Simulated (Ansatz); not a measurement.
**C₃H₉OSn radical: up Jacob's ladder to CCSD(T)**

The task here is to estimate one member of a computed series from the others.

Method: functionals in def2-TZVPP, the program's frozen cores in correlated methods; program: Ansatz 0.2.0, Gaussian basis.

Levels to be run: LDA (SPW92), PBE-D4, revPBE-D4, BLYP-D4, r2SCAN-D4, B97M-V, PBE0-D4, B3LYP-D4, r2SCANh-D4, r2SCAN0-D4, HSE06-D4, BHLYP-D4, CAM-B3LYP-D4, LC-ωPBE, ωB97X-V, ωB97M-V, B2PLYP, PBE-QIDH; CCSD(T)/def2-SVP; CCSD(T)/def2-TZVPP; MP2/def2-QZVPP; extrapolation to the limit; RPA on PBE.

## Structure used throughout

An earlier PBE0-D4 in a triple-zeta def2 set relaxation fixed the geometry. Sn takes the def2 core potential; no spin-orbit term is included.

SMILES `[CH2][Sn]([CH3])([CH3])[OH]`, 14 atoms, charge 0, spin multiplicity 2.

Atoms are counted from 1 here; the program's logs count them from 0.

Bond lengths: C1–Sn2 2.113 Å, C1–H6 1.086 Å, C1–H7 1.086 Å, Sn2–C3 2.129 Å, Sn2–C4 2.136 Å, Sn2–O5 1.983 Å, C3–H8 1.090 Å, C3–H9 1.090 Å, C3–H10 1.090 Å, C4–H11 1.091 Å, C4–H12 1.091 Å, C4–H13 1.090 Å, O5–H14 0.959 Å. Angles: Sn2–C1–H6 122.4°, Sn2–C1–H7 122.7°, H6–C1–H7 114.9°, C1–Sn2–C3 113.6°, C1–Sn2–C4 110.8°, C1–Sn2–O5 107.3°, C3–Sn2–C4 114.5°, C3–Sn2–O5 102.2°, C4–Sn2–O5 107.8°, Sn2–C3–H8 109.5°, Sn2–C3–H9 109.2°, Sn2–C3–H10 110.8°, H8–C3–H9 108.9°, H8–C3–H10 109.2°, H9–C3–H10 109.2°, Sn2–C4–H11 110.6°, Sn2–C4–H12 109.9°, Sn2–C4–H13 109.6° and more.

The first run:

in.yaml reads:

```yaml
crystal:
  periodic: [false, false, false]
  atoms:
    - {symbol: C, position_ang: [-1.174884, 1.789849, -0.193713]}
    - {symbol: Sn, position_ang: [0.057444, 0.073982, -0.199290]}
    - {symbol: C, position_ang: [1.767627, 0.249812, 1.056467]}
    - {symbol: C, position_ang: [-1.100583, -1.691329, 0.125018]}
    - {symbol: O, position_ang: [0.873994, -0.059224, -2.001379]}
    - {symbol: H, position_ang: [-0.777737, 2.791882, -0.327061]}
    - {symbol: H, position_ang: [-2.252838, 1.737500, -0.071571]}
    - {symbol: H, position_ang: [2.278426, 1.189327, 0.845195]}
    - {symbol: H, position_ang: [2.448802, -0.576656, 0.851987]}
    - {symbol: H, position_ang: [1.480649, 0.226473, 2.108202]}
    - {symbol: H, position_ang: [-1.504260, -1.704244, 1.138617]}
    - {symbol: H, position_ang: [-1.927537, -1.729009, -0.584904]}
    - {symbol: H, position_ang: [-0.472766, -2.571077, -0.018417]}
    - {symbol: H, position_ang: [0.290765, 0.243413, -2.700249]}
basis:
  gaussian: {orbitals: def2-TZVPP}
magnetization: {spin_polarized: true, initial_magnetization: 1}
hamiltonian: {xc: lda}
output: {orbitals: {seedname: orbitals}}
```

Steps of the session up to this table: LDA; PBE-D4 (GGA); revPBE-D4 (GGA); BLYP-D4 (GGA); r2SCAN-D4 (meta-GGA); B97M-V (meta-GGA); PBE0-D4 (hybrid); B3LYP-D4 (hybrid); r2SCANh-D4 (hybrid); r2SCAN0-D4 (hybrid); HSE06-D4 (hybrid); BHLYP-D4 (hybrid); CAM-B3LYP-D4 (range-separated); LC-ωPBE (range-separated); ωB97X-V (range-separated); ωB97M-V (range-separated); B2PLYP (double hybrid); PBE-QIDH (double hybrid).

One table of the session follows, with a row left open; its other results are not shown here.

It belongs to the step «Frontier levels by functional». 

| functional | HOMO (eV) | LUMO (eV) | gap (eV) |
| --- | --- | --- | --- |
| LDA (SPW92) | -5.54 | -4.03 | 1.51 |
| PBE-D4 | -5.53 | -3.43 | 2.10 |
| revPBE-D4 | -5.49 | -3.26 | 2.23 |
| BLYP-D4 | -5.31 | -3.45 | 1.86 |
| r2SCAN-D4 | -6.00 | -2.80 | 3.20 |
| B97M-V | -5.76 | -3.18 | 2.58 |
| PBE0-D4 | -6.92 | -2.23 | 4.69 |
| B3LYP-D4 | ? | ? | ? |
| r2SCANh-D4 | -6.51 | -2.41 | 4.11 |
| r2SCAN0-D4 | -7.28 | -1.83 | 5.45 |
| HSE06-D4 | -6.52 | -2.62 | 3.89 |
| BHLYP-D4 | -8.09 | -1.23 | 6.86 |
| CAM-B3LYP-D4 | -8.24 | -1.29 | 6.95 |
| LC-ωPBE | -9.79 | 0.21 | 10.00 |
| ωB97X-V | -9.18 | -0.32 | 8.86 |
| ωB97M-V | -8.97 | -0.53 | 8.44 |

Q: Estimate the row for B3LYP-D4 from the others.

Worked estimate for «HOMO (eV)». Against the share of exact exchange, BLYP-D4 (0, -5.31), BHLYP-D4 (0.5, -8.09) give a slope of -5.56 per unit share; at 0.2 the line stands at -6.42.

As computed: HOMO (eV): -6.57; LUMO (eV): -2.69; gap (eV): 3.88. In «HOMO (eV)» the line misses by +0.15.
